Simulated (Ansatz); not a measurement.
# HSTe: the cost of one run

All numbers below are computed with Ansatz 0.2.0 (RKS PBE-D4/def2-SVPD).

1 further run of the same task is left out (it didn't finish).

## 1. The starting structure

Bond lengths: S1–Te2 2.357 Å, Te2–H3 1.739 Å. Angles: S1–Te2–H3 100.0°.

Structure file:

```xyz
3

S     1.5061    0.3266    0.8633
Te   -0.5543    0.6592   -0.2313
H    -0.9518   -0.9858   -0.6320
```

## 2. Preparing the start

Contents of input.yaml:

```yaml
crystal:
  periodic: [false, false, false]
  atoms:
    - { symbol: S, position_ang: [1.50611, 0.32658, 0.86326] }
    - { symbol: Te, position_ang: [-0.55429, 0.65917, -0.23128] }
    - { symbol: H, position_ang: [-0.95182, -0.98575, -0.63198] }
total_charge: -1
basis:
  gaussian: { orbitals: def2-SVPD }
hamiltonian:
  xc: pbe
  dispersion: d4
relax:
  f_tol: 0.02
  max_steps: 40
scf:
  lower_state_search: "off"
```

Command:

```bash
$ ansatz run input.yaml --threads 1 --pin off --max-ram 2048MiB --backend cpu --events-out ev --progress --plain --runs-dir out
```

What time and memory should one allow on 1 thread of Intel Xeon Platinum 8259CL at 2.50GHz (Skylake/Cascade Lake), shared host?

About 4.3 s, with a peak of 0.12 GiB.
